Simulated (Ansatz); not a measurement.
# C₃H₄F₄O: small, medium and large basis sets

The task here is to estimate one member of a computed series from the others.

Computed with Ansatz 0.2.0, Gaussian basis. Level: one geometry, several basis sets.

The runs, in order: PBE0-D4/def2-SVP; ωB97M-V/def2-SVP; PBE0-D4/def2-QZVPP; ωB97M-V/def2-QZVPP; the functionals' def2-TZVPP values are taken from earlier runs.

## The geometry

All runs share one geometry, relaxed beforehand with PBE0-D4 in a triple-zeta def2 set.

SMILES `FCOC(F)C(F)F`, 12 atoms, charge 0, spin multiplicity 1.

Atoms are counted from 1 here; the program's logs count them from 0.

Bond lengths: F1–C2 1.371 Å, C2–O3 1.385 Å, C2–H9 1.089 Å, C2–H10 1.094 Å, O3–C4 1.371 Å, C4–F5 1.376 Å, C4–C6 1.522 Å, C4–H11 1.096 Å, C6–F7 1.350 Å, C6–F8 1.344 Å, C6–H12 1.095 Å. Angles: F1–C2–O3 110.4°, F1–C2–H9 108.7°, F1–C2–H10 107.5°, O3–C2–H9 106.5°, O3–C2–H10 111.7°, H9–C2–H10 112.0°, C2–O3–C4 115.0°, O3–C4–F5 110.6°, O3–C4–C6 109.1°, O3–C4–H11 112.2°, F5–C4–C6 107.7°, F5–C4–H11 107.4°, C6–C4–H11 109.8°, C4–C6–F7 109.0°, C4–C6–F8 110.7°, C4–C6–H12 110.6°, F7–C6–F8 108.6°, F7–C6–H12 109.1° and more.

The first run:

Contents of in.yaml:

```yaml
crystal:
  periodic: [false, false, false]
  atoms:
    - {symbol: F, position_ang: [-1.028700, -2.202186, 0.447916]}
    - {symbol: C, position_ang: [-0.766351, -1.141158, 1.276263]}
    - {symbol: O, position_ang: [0.223426, -0.339066, 0.733540]}
    - {symbol: C, position_ang: [-0.154629, 0.382314, -0.369686]}
    - {symbol: F, position_ang: [-0.956148, 1.438897, -0.004376]}
    - {symbol: C, position_ang: [1.086605, 0.953715, -1.039562]}
    - {symbol: F, position_ang: [1.793872, -0.056160, -1.588998]}
    - {symbol: F, position_ang: [1.864720, 1.581878, -0.141050]}
    - {symbol: H, position_ang: [-0.374563, -1.522721, 2.218534]}
    - {symbol: H, position_ang: [-1.702097, -0.591273, 1.413687]}
    - {symbol: H, position_ang: [-0.718121, -0.223865, -1.087605]}
    - {symbol: H, position_ang: [0.808886, 1.664427, -1.824664]}
basis:
  gaussian: {orbitals: def2-SVP}
hamiltonian: {xc: pbe0, dispersion: d4}
output: {orbitals: {seedname: orbitals}}
```

Run with:

```
$ ansatz run in.yaml --threads 4 --pin off --events-out ev --progress --plain --max-ram 11315MiB
```

Steps of the session up to this table: PBE0-D4 in def2-SVP; ωB97M-V in def2-SVP; PBE0-D4 in def2-QZVPP; ωB97M-V in def2-QZVPP.

One of the session's tables, all rows but one given; the rest of the session is left out.

It belongs to the step «Functionals by basis». 

```
functional       basis  HOMO (eV)  LUMO (eV)
   PBE0-D4    def2-SVP      -9.51       1.78
   PBE0-D4  def2-TZVPP      -9.70       1.21
   PBE0-D4  def2-QZVPP      -9.75       0.75
   ωB97M-V    def2-SVP     -11.91       3.67
   ωB97M-V  def2-TZVPP          ?          ?
   ωB97M-V  def2-QZVPP     -12.18       1.99
```

Q: Estimate the row for ωB97M-V, def2-TZVPP from the others.

The run gave: HOMO (eV): -12.12; LUMO (eV): 2.88. In the column «HOMO (eV)» it lies between ωB97M-V, def2-QZVPP (-12.18) and ωB97M-V, def2-SVP (-11.91).
